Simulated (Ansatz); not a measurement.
Below is the output of a Python script on Ansatz's Python interface that makes a ladder of methods at one geometry of ClIn. Write a script that gives it. Settings (for the species named): MP2, def2-SVP basis, multiplicity 1. The script varies method: mp2, ccsd, ccsd_t, ccsdt_q.

Contents of `clin.xyz`:
```text
2

In    0.00000    0.00000    0.00000
Cl    0.00000    0.00000    2.36000
```

```console
$ python methods_clin.py
Hartree-Fock reference -648.646425 Ha
mp2      total -648.840529 Ha  correlation   -5.2818 eV  (86.8 % of the last)
ccsd     total -648.863339 Ha  correlation   -5.9026 eV  (97.0 % of the last)
ccsd_t   total -648.869081 Ha  correlation   -6.0588 eV  (99.6 % of the last)
ccsdt_q  total -648.869944 Ha  correlation   -6.0821 eV  (100.0 % of the last)
```

The script that was run (others could print the same):

The script, `methods_clin.py`:
```python
# -*- coding: utf-8 -*-
"""One geometry of ClIn, method by method."""

import ansatz as az

params = {
    "basis": "def2-SVP",
}


def main():
    molecule = az.Crystal.molecule_from_extxyz("clin.xyz")

    setup = molecule.calculation().basis(gaussian=params["basis"])

    methods = ["mp2", "ccsd", "ccsd_t", "ccsdt_q"]
    reports = [setup.correlation(m).run(threads=1).report for m in methods]
    print(f"Hartree-Fock reference {reports[0]['reference_energy_ev'] / 27.211386246:.6f} Ha")
    best = reports[-1]["free_energy_ev"] - reports[-1]["reference_energy_ev"]
    for method, each in zip(methods, reports):
        gained = each["free_energy_ev"] - each["reference_energy_ev"]
        print(f"{method:8s} total {each['free_energy_ev'] / 27.211386246:.6f} Ha  correlation {gained:9.4f} eV  ({100 * gained / best:.1f} % of the last)")


if __name__ == "__main__":
    main()
```

Reading the output:
- Total energies depend on the basis set; only differences at equal settings carry meaning.
- The geometry is a force-field or estimated start, not a minimum of this method, and the basis set is short of its limit. A lower total doesn't mark the better method: functionals have no common bound, and MP2 and coupled cluster aren't variational.
- def2 sets replace the cores of elements past krypton by effective core potentials.
- Inner cores stay frozen; a filled d shell under the valence of the heavier atoms is correlated with it.
- The spin state was assumed, and another may lie lower.
- Finished in 14 s on 1 thread of Arm Neoverse V1, with other jobs on the host, peak memory 0.33 GiB.
